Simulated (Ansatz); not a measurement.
# C₅H₁₂BClN₂: a ladder of functionals and wavefunction methods

An exercise on one series of results from a longer session: the logs are not shown, and one member is left open.

The runs use Ansatz 0.2.0, Gaussian basis; functionals in def2-TZVPP, the program's frozen cores in correlated methods.

The runs, in order: LDA (SPW92), PBE-D4, revPBE-D4, BLYP-D4, r2SCAN-D4, B97M-V, PBE0-D4, B3LYP-D4, r2SCANh-D4, r2SCAN0-D4, HSE06-D4, BHLYP-D4, CAM-B3LYP-D4, LC-ωPBE, ωB97X-V, ωB97M-V, B2PLYP, PBE-QIDH; CCSD(T)/def2-SVP; CCSD(T)/def2-TZVPP; MP2/def2-QZVPP; extrapolation to the limit; RPA on PBE.

## Structure used throughout

An earlier PBE0-D4 in a triple-zeta def2 set relaxation fixed the geometry.

21 atoms, charge 0, spin multiplicity 1.

Atoms are counted from 1 here; the program's logs count them from 0.

Bond lengths: C1–C2 1.481 Å, C1–H10 1.091 Å, C1–H11 1.093 Å, C1–H12 1.089 Å, C2–N3 1.321 Å, C2–N8 1.321 Å, N3–C4 1.427 Å, N3–B5 1.584 Å, C4–H13 1.093 Å, C4–H14 1.092 Å, C4–H15 1.097 Å, B5–C6 1.584 Å, B5–Cl7 1.848 Å, B5–N8 1.585 Å, C6–H16 1.094 Å, C6–H17 1.093 Å, C6–H18 1.095 Å, N8–C9 1.427 Å and more. Angles: C2–C1–H10 110.3°, C2–C1–H11 110.0°, C2–C1–H12 111.1°, H10–C1–H11 108.0°, H10–C1–H12 109.0°, H11–C1–H12 108.3°, C1–C2–N3 128.4°, C1–C2–N8 129.5°, N3–C2–N8 102.1°, C2–N3–C4 129.6°, C2–N3–B5 88.5°, C4–N3–B5 137.9°, N3–C4–H13 111.0°, N3–C4–H14 109.7°, N3–C4–H15 111.9°, H13–C4–H14 108.0°, H13–C4–H15 108.2°, H14–C4–H15 107.9° and more.

Geometry (Å):

```xyz
21
C5H12BClN2
C     1.7383   -0.9000   -1.1594
C     0.6600   -0.1753   -0.4477
N    -0.5544    0.1177   -0.8783
C    -1.2887   -0.4314   -1.9717
B    -0.8586    0.7547    0.5399
C    -1.9711    0.0356    1.4087
Cl   -1.0139    2.5950    0.4730
N     0.6457    0.3159    0.7786
C     1.7160    0.6985    1.6410
H     1.8596   -0.5033   -2.1688
H     1.4848   -1.9600   -1.2421
H     2.6851   -0.8147   -0.6285
H    -0.6150   -0.8275   -2.7359
H    -1.9020    0.3462   -2.4316
H    -1.9553   -1.2407   -1.6505
H    -2.9693    0.2321    1.0065
H    -1.9659    0.4033    2.4383
H    -1.8270   -1.0495    1.4399
H     1.5418    0.3280    2.6542
H     1.7954    1.7897    1.6884
H     2.6699    0.2963    1.2926
```

Set-up of the first run:

Input file in.yaml:

```yaml
crystal:
  periodic: [false, false, false]
  atoms:
    - {symbol: C, position_ang: [1.738264, -0.899955, -1.159366]}
    - {symbol: C, position_ang: [0.659954, -0.175340, -0.447657]}
    - {symbol: N, position_ang: [-0.554443, 0.117731, -0.878314]}
    - {symbol: C, position_ang: [-1.288716, -0.431439, -1.971716]}
    - {symbol: B, position_ang: [-0.858582, 0.754748, 0.539923]}
    - {symbol: C, position_ang: [-1.971061, 0.035579, 1.408736]}
    - {symbol: Cl, position_ang: [-1.013859, 2.594973, 0.473032]}
    - {symbol: N, position_ang: [0.645655, 0.315915, 0.778615]}
    - {symbol: C, position_ang: [1.715954, 0.698478, 1.640968]}
    - {symbol: H, position_ang: [1.859569, -0.503269, -2.168826]}
    - {symbol: H, position_ang: [1.484778, -1.960036, -1.242054]}
    - {symbol: H, position_ang: [2.685095, -0.814712, -0.628494]}
    - {symbol: H, position_ang: [-0.614987, -0.827460, -2.735855]}
    - {symbol: H, position_ang: [-1.901984, 0.346229, -2.431577]}
    - {symbol: H, position_ang: [-1.955307, -1.240737, -1.650484]}
    - {symbol: H, position_ang: [-2.969264, 0.232122, 1.006478]}
    - {symbol: H, position_ang: [-1.965942, 0.403330, 2.438271]}
    - {symbol: H, position_ang: [-1.826994, -1.049550, 1.439940]}
    - {symbol: H, position_ang: [1.541842, 0.328007, 2.654241]}
    - {symbol: H, position_ang: [1.795405, 1.789680, 1.688383]}
    - {symbol: H, position_ang: [2.669923, 0.296306, 1.292555]}
basis:
  gaussian: {orbitals: def2-TZVPP}
hamiltonian: {xc: lda}
output: {orbitals: {seedname: orbitals}}
```

Run with:

```
ansatz run in.yaml --threads 4 --pin off --events-out ev --progress --plain --max-ram 66560MiB --backend cuda --devices 0, --max-vram 37GiB
```

Steps of the session up to this table: LDA; PBE-D4 (GGA); revPBE-D4 (GGA); BLYP-D4 (GGA); r2SCAN-D4 (meta-GGA); B97M-V (meta-GGA); B3LYP-D4 (hybrid); r2SCANh-D4 (hybrid); r2SCAN0-D4 (hybrid); HSE06-D4 (hybrid); BHLYP-D4 (hybrid); CAM-B3LYP-D4 (range-separated); LC-ωPBE (range-separated); ωB97X-V (range-separated); ωB97M-V (range-separated); B2PLYP (double hybrid); PBE-QIDH (double hybrid).

One of the session's tables, all rows but one given; the rest of the session is left out.

It belongs to the step «Frontier levels by functional». 

| functional | HOMO (eV) | gap (eV) |
| --- | --- | --- |
| LDA (SPW92) | -5.45 | 4.19 |
| PBE-D4 | -5.32 | 4.25 |
| revPBE-D4 | -5.26 | 4.27 |
| BLYP-D4 | -5.19 | 4.24 |
| r2SCAN-D4 | -5.53 | 4.66 |
| B97M-V | ? | ? |
| PBE0-D4 | -6.54 | 6.42 |
| B3LYP-D4 | -6.33 | 5.98 |
| r2SCANh-D4 | -5.99 | 5.47 |
| r2SCAN0-D4 | -6.69 | 6.70 |
| HSE06-D4 | -6.14 | 5.64 |
| BHLYP-D4 | -7.68 | 8.65 |
| CAM-B3LYP-D4 | -7.87 | 8.88 |
| LC-ωPBE | -9.18 | 11.34 |
| ωB97X-V | -8.85 | 10.94 |
| ωB97M-V | -8.77 | 10.69 |

**Question.** Estimate the row for B97M-V.

**Answer.** HOMO (eV): -5.64; gap (eV): 4.80. In the column «HOMO (eV)» it lies between r2SCANh-D4 (-5.99) and r2SCAN-D4 (-5.53).
